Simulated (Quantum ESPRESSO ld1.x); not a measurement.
# Ga⁺ in [Ar] 3d9 4s2 5s1: an all-electron calculation

What are the levels of the gallium ion Ga+, how large are its shells, and how does its energy divide?

The numbers are computed with Quantum ESPRESSO ld1.x 7.5 (Dirac Kohn-Sham, revPBE, spin-unpolarised, spherical densities, point nucleus; open shells fill j = l - 1/2 first), except any that are marked as measured or tabulated.

### Step 1. The atom as given

- element: gallium (Z = 31)
- charge: +1
- electrons: 30
- configuration: [Ar] 3d9 4s2 5s1

### Step 2. Self-consistent calculation

ld1.in

```fortran
 &input
    atom='Ga',
    iswitch=1,
    rel=2,
    dft='REVPBE',
    config='[Ar] 3d9 4s2 5s1',
    rel_dist='energy',
    verbosity='high',
    lsmall=.true.,
    prefix='ld1',
    max_out_wfc=37,
    file_charge='ld1.rho',
 /
```

**Question.** What will this run give?

**Answer**, as computed:

```
                        quantity                   value
                    total energy       -1942.908 hartree
exchange-correlation share of it                  3.85 %
                            −T/E                  1.0199
          highest occupied level        5s1/2, -6.297 eV
    most extended occupied level  5s1/2, <r> = 5.26 bohr
 radius at density 0.001 e/bohr³               4.74 bohr
    maxima of the radial density                       4
```

5 principal shells are occupied and 4 maxima appear in the radial density; where shells overlap, one shows as a shoulder or not at all. −T/E is 1.020: with relativity the kinetic term as defined here no longer equals −E. This is not the tabulated ground configuration, so its levels and sizes aren't those of the ground state, and no measured value stands beside it.
